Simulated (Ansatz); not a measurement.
This script makes a rigid torsion scan of C2H6BP, SMILES C=CBP with Ansatz 0.2.0, Python API.

Script `torsion_c2h6bp.py`:
```python
# -*- coding: utf-8 -*-
import ansatz as az
from ase import Atoms

atoms = Atoms(['C', 'C', 'B', 'P', 'H', 'H', 'H', 'H', 'H', 'H'], positions=[
    (-1.0487, -0.1795, -0.9303),
    (-0.322, -1.0012, -0.2857),
    (0.7925, -0.558, 0.6908),
    (1.3208, 1.3016, 1.0902),
    (-0.9859, 0.9314, -0.8503),
    (-1.8677, -0.4905, -1.6112),
    (-0.4466, -2.06, -0.4297),
    (1.4986, -1.3834, 1.2316),
    (-0.1302, 1.6903, 1.3747),
    (1.2724, 1.6982, -0.2772),
])

first = (
    az.Crystal.molecule_from_ase(atoms).calculation()
    .basis(gaussian='6-31G*')
    .functional('cam_b3lyp')
    .relax(force_tolerance=0.02, max_steps=80)
)
atoms.positions = first.run(threads=1, pin='off').report['positions_ang']

start = atoms.get_dihedral(1, 2, 3, 8)
energies = {}
for turn in range(0, 360, 30):
    turned = atoms.copy()
    turned.set_dihedral(1, 2, 3, 8, start + turn, indices=[3, 8, 9])
    model = (
        az.Crystal.molecule_from_ase(turned).calculation()
        .basis(gaussian='6-31G*')
        .functional('cam_b3lyp')
    )
    energies[round((start + turn) % 360)] = model.run(threads=1, pin='off').report['free_energy_ev']
floor = min(energies.values())
print('dihedral C1-B2-P3-H8 (deg)   E - E(min) (eV)')
for angle, e in sorted(energies.items()):
    print(f'{angle:8d} {(e - floor):14.3f}  ' + '#' * int(30 * (e - floor) / max(max(energies.values()) - floor, 1e-9)))
```

Where along the turn do the lowest and the highest point lie, and how far apart are they?

The lowest point is at 140° and the highest at 50°, 0.504 eV (48.6 kJ/mol) above it, with the rest of the molecule held.

The run itself:

Output of `python torsion_c2h6bp.py`:
```text
dihedral C1-B2-P3-H8 (deg)   E - E(min) (eV)
      20          0.354  #####################
      50          0.504  ##############################
      80          0.377  ######################
     110          0.117  ######
     140          0.000
     170          0.110  ######
     200          0.339  ####################
     230          0.474  ############################
     260          0.379  ######################
     290          0.184  ##########
     320          0.074  ####
     350          0.144  ########
```

The scan is rigid and the energies are electronic, in a modest basis. With rigid groups the curve can differ much from the relaxed path, the start wasn't checked as a minimum of this torsion, and equivalent turns needn't return to the same energy. Wall time of the script: 82 s on 1 thread of Intel(R) Xeon(R) Processor @ 2.30GHz, on a shared host, peak memory 0.29 GiB.
